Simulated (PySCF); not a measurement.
# C2H7NSi2: the cost of one run

Programs: PySCF 2.14.0, with density-fitted response routines of our own. Each step states its level of theory. These are calculated values for one molecule in the gas phase, unless marked as measured. Atoms count from 0, in the outputs and in this text.

## 1. The starting structure

12 atoms, charge 0, multiplicity 1; geometry from: GFN2-xTB. The atoms were then displaced at random by about 0.01 Å, so the start is not that level's minimum.

Bonds of the start (Å): N0–Si1 1.70, Si1–C2 1.85, C2–C3 1.27, C3–Si4 1.81, N0–H5 1.03, N0–H6 1.01, Si1–H7 1.45, Si1–H8 1.44, Si4–H9 1.49, Si4–H10 1.46, Si4–H11 1.46.

## 2. Relaxing the molecule at PBE0-D3(BJ)/def2-SVP

What the job is given:

```
{"job": {"xc": "PBE0", "basis": "def2-SVP", "d3": "d3bj", "grid": 1, "shake": 0.01, "kind": "geom"}, "charge": 0, "multiplicity": 1}
N     -2.642500     1.060220     0.298310
Si    -1.925160    -0.431160    -0.078220
C     -0.079110    -0.402370    -0.065480
C      1.184820    -0.346220    -0.038290
Si     2.995200    -0.293120    -0.017750
H     -2.582940     1.848610    -0.366250
H     -2.580340     1.443250     1.232420
H     -2.358620    -1.346230     0.958500
H     -2.357260    -0.750620    -1.414600
H      3.429300     0.071190     1.356570
H      3.506040    -1.609980    -0.368390
H      3.450230     0.728170    -0.961710
```

Launch:

```console
$ OMP_NUM_THREADS=1 python probes_run.py task.json out
```

The driver reads the jobs from task.json and runs them one after another.

**Question.** How long does this first job take on 1 thread of Arm Neoverse N1, shared host, and how much memory does it need?

About 54 s, with a peak of 0.45 GiB.
